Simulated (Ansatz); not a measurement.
PtSe2, space group P-3m1: cell relaxations under several functionals, run with Ansatz's Python interface.

`POSCAR_ptse2`
```text
PtSe2
1.0
   3.72400000    0.00000000    0.00000000
  -1.86200000    3.22507860    0.00000000
   0.00000000    0.00000000    5.06200000
Pt Se
1 2
Direct
   0.00000000    0.00000000    0.00000000
   0.33333333    0.66666667    0.25000000
   0.66666667    0.33333333    0.75000000
```

Script `lattice_ptse2.py`:
```python
"""How the lattice of PtSe2 depends on the functional."""

import ansatz as az
from ase.io import read
import numpy as np

KGRID = (10, 10, 7)
FILLING = "fermi_dirac"

def edges_and_angles(cell):
    cell = np.asarray(cell)
    a, b, c = np.linalg.norm(cell, axis=1)
    cosines = cell[1] @ cell[2] / (b * c), cell[0] @ cell[2] / (a * c), cell[0] @ cell[1] / (a * b)
    return (a, b, c, *np.degrees(np.arccos(cosines)))

atoms = read("POSCAR_ptse2", format="vasp")
ptse2 = az.Crystal.from_ase(atoms)

setup = ptse2.calculation().kpoints(*KGRID, center="gamma").occupations(FILLING).relax(cell=True, max_steps=40)

levels = [("pbe", "none"), ("pbe", "d3bj"), ("pbe", "d4"), ("r2scan", "d4")]
print("level            a       b       c    alpha   beta  gamma  V/atom  steps")
for name, dispersion in levels:
    seen = []
    run = setup.functional(name, dispersion=dispersion).session().plan()
    done = run.execute(on_event=lambda e: seen.append(e) if e["event"] == "relax_step" else None)
    cell = done.lattice.cell_ang
    label = name if dispersion == "none" else f"{name}+{dispersion}"
    print("{:13s} {:7.4f} {:7.4f} {:7.4f} {:6.2f} {:6.2f} {:6.2f}".format(label, *edges_and_angles(cell)), f"{abs(np.linalg.det(cell)) / len(done.lattice.sites):7.3f} {len(seen):5d}")
```

Rank the levels of theory by the volume of the relaxed cell.

From smallest to largest: PBE+D3BJ (19.79 Å³ an atom, -2.3 % against the start), PBE+D4 (19.81 Å³ an atom, -2.2 % against the start), r2SCAN+D4 (21.32 Å³ an atom, +5.2 % against the start) and PBE (25.34 Å³ an atom, +25.0 % against the start). The spread is 28.0 % in volume.

What the script printed:

Output of `python lattice_ptse2.py`:
```text
level            a       b       c    alpha   beta  gamma  V/atom  steps
DeckWarning: basis.ecutwfc = 420 eV, auto-derived from the records' recommended cutoffs: set by Pt (normal level)
pbe            3.7551  3.7551  6.2251  90.00  90.00 120.00  25.340    15
pbe+d3bj       3.7717  3.7717  4.8198  90.00  90.00 120.00  19.793     6
pbe+d4         3.7728  3.7728  4.8213  90.00  90.00 120.00  19.810     6
DeckWarning: basis.ecutwfc = 500 eV, auto-derived from the records' recommended cutoffs: set by Pt (their level for a meta-GGA)
r2scan+d4      3.7317  3.7317  5.3035  90.00  90.00 120.00  21.320     7
```
(Warnings from the package without file and line.)

Reading the output:
- The run is spin-unpolarised.
- Dispersion corrections can be off by several per cent in the lattices of metals, and by several GPa in the pressure at a fixed cell.
- Of the deposited cell: the entry's cell lengths or inner coordinates differ somewhat from later room-temperature determinations.
- Spin-orbit coupling, which matters for elements this heavy, is left out.
- The structure is a deposited one; some such entries were measured under pressure or heat, so a shift against it needn't be the functional's error alone.
- Finished in 3 min on 1 thread of Intel(R) Xeon(R) Processor @ 2.30GHz (shared host), peak memory 0.9 GiB.
